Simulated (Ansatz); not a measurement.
Crystal: InAu3.

```
CELL_PARAMETERS angstrom
3.16059 0.00000 0.00000
-1.58029 2.73715 0.00000
0.00000 0.00000 9.05757
ATOMIC_POSITIONS crystal
Au 0.33333 0.66667 0.75160
Au 0.33333 0.66667 0.24840
Au 0.66667 0.33333 0.50000
In 0.66667 0.33333 0.00000
```

The cell comes from a database or a generator and needn't be the stable form of this composition.

Base run:

| Quantity | Value |
| --- | --- |
| Program | Ansatz 0.2.0 |
| Functional | PBEsol |
| Potentials or basis | all-electron LAPW, scalar-relativistic |
| Cutoff | 242 eV |
| Density cutoff | 968 eV |
| Basis error allowed | 0.001 eV/atom |
| k mesh | 10 × 10 × 3 |
| Occupations | fermi-dirac, width 0.05 eV |
| Spin | no spin polarisation |

Its results: pressure -7.3 GPa; largest force 0.196 eV/Å.

**Question.** The run is repeated on the same cell with these changes: functional from PBEsol to LDA; basis error allowed from 0.001 eV/atom to 0.002 eV/atom. What comes out?

**Answer.** Pressure -10.8 GPa; largest force 0.216 eV/Å.

Not every run made on this cell is shown here.
